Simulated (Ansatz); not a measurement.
# VTe2Se5: the cost of one run

Program: Ansatz 0.2.0. Level of theory: DFT PBE, scalar-relativistic, plane waves, PAW, unless a step names another level. These are calculated values, not measurements.

8 further runs of the same task are left out: 4 that didn't finish, 4 set aside as unsound or not needed.

### 1 What the formula suggests

Pauling electronegativities: V 1.63, Te 2.10, Se 2.55 (spread 0.92). The formula balances with common oxidation states: Te +4, V +2, Se -2. Tabulated atomic sizes suggest about 27 Å³/atom. 17 candidates were drawn, by swapping species into database cells of other compounds, at random by space group and Wyckoff sites, or by hand, as the table says:

```
name                                                            made from  space group no.                Wyckoff sites  atoms (primitive cell)  V (Å³/atom)
 c01                                            database cell of Al5CuMo2              123   V 1b; Te 1a, 1d; Se 4i, 1c                       8         26.0
 c02                       built by hand: pseudobrookite Fe2TiO5, ordered               63   V 4c; Te 8f; Se 8f, 8f, 4c                      16         26.6
 c03                                                               random              191       V 1a; Te 2d; Se 1b, 4h                       8         33.4
 c04                                                               random              191       V 1a; Te 2c; Se 4h, 1b                       8         30.5
 c05                                                               random              216  V 4b; Te 4d, 4c; Se 16e, 4a                       8         26.7
 c06                                                               random              139       V 2a; Te 4d; Se 8i, 2b                       8         28.2
 c07                                                               random              123   V 1c; Te 1d, 1a; Se 4n, 1b                       8         32.9
 c08                                                               random              216  V 4d; Te 4a, 4c; Se 16e, 4b                       8         28.9
 c09                                             database cell of NaLi5N2              123   V 1d; Te 1c, 1b; Se 4i, 1a                       8         24.9
 c10                                                               random              123       V 1c; Te 2h; Se 4i, 1b                       8         30.3
 c11                                                               random              216  V 4a; Te 4d, 4c; Se 16e, 4b                       8         27.5
 c12                                             database cell of Cs2MnF5              123       V 1a; Te 2e; Se 4j, 1b                       8         27.5
 c13                                                               random              191   V 1b; Te 2c; Se 2e, 2d, 1a                       8         28.4
 c14                                                               random              216  V 4b; Te 4d, 4a; Se 16e, 4c                       8         28.3
 c15                                                               random              191       V 1b; Te 2c; Se 2d, 3g                       8         32.7
 c16  built by hand: VSe2Te2Se3 layered intergrowth (CdI2 + Bi2Te3 slabs)              164   V 1a; Te 2d; Se 2d, 1b, 2d                       8         26.7
 c17                                              built by hand: Ta2NiSe5               63   V 4c; Te 8f; Se 8f, 4c, 8f                      16         26.7
```

### 2 Screening run of c02

Input file input.yaml:

```yaml
crystal:
  lattice:
    - [2.475, -6.5, 0.0]
    - [2.475, 6.5, 0.0]
    - [0.0, 0.0, 13.25]
  atoms:
    - { symbol: V, position: [0.81, 0.19, 0.75], spin: 2.0 }
    - { symbol: V, position: [0.19, 0.81, 0.25], spin: 2.0 }
    - { symbol: Te, position: [0.135, 0.865, 0.935] }
    - { symbol: Te, position: [0.135, 0.865, 0.565] }
    - { symbol: Te, position: [0.865, 0.135, 0.065] }
    - { symbol: Te, position: [0.865, 0.135, 0.435] }
    - { symbol: Se, position: [0.952, 0.048, 0.885] }
    - { symbol: Se, position: [0.688, 0.312, 0.93] }
    - { symbol: Se, position: [0.952, 0.048, 0.615] }
    - { symbol: Se, position: [0.688, 0.312, 0.57] }
    - { symbol: Se, position: [0.048, 0.952, 0.115] }
    - { symbol: Se, position: [0.312, 0.688, 0.07] }
    - { symbol: Se, position: [0.048, 0.952, 0.385] }
    - { symbol: Se, position: [0.312, 0.688, 0.43] }
    - { symbol: Se, position: [0.235, 0.765, 0.75] }
    - { symbol: Se, position: [0.765, 0.235, 0.25] }
basis:
  ecutwfc: 420
kpoints:
  mp_grid: { grid: [3, 3, 1] }
hamiltonian:
  xc: pbe
scf:
  occupations: { method: gaussian, width: 0.15 }
  lower_state_search: "off"
output:
  forces: true
  stress: true
  eigenvalues: true
  populations: true
magnetization:
  spin_polarized: true
relax:
  adjacent_minimum: "off"
  f_tol: 0.08
  max_steps: 16
  cell: { stress_tol: 0.8 }
```

The run is started by

```console
> ansatz run input.yaml --threads 1 --pin off --max-ram 2560MiB --backend cpu --events-out ev --progress --plain --runs-dir out
```

**Question.** How long does this run take on 1 thread of Intel Xeon at 2.50GHz (Skylake/Cascade Lake), shared host, and how much memory does it need?

About 33 min, with a peak of 1.3 GiB.
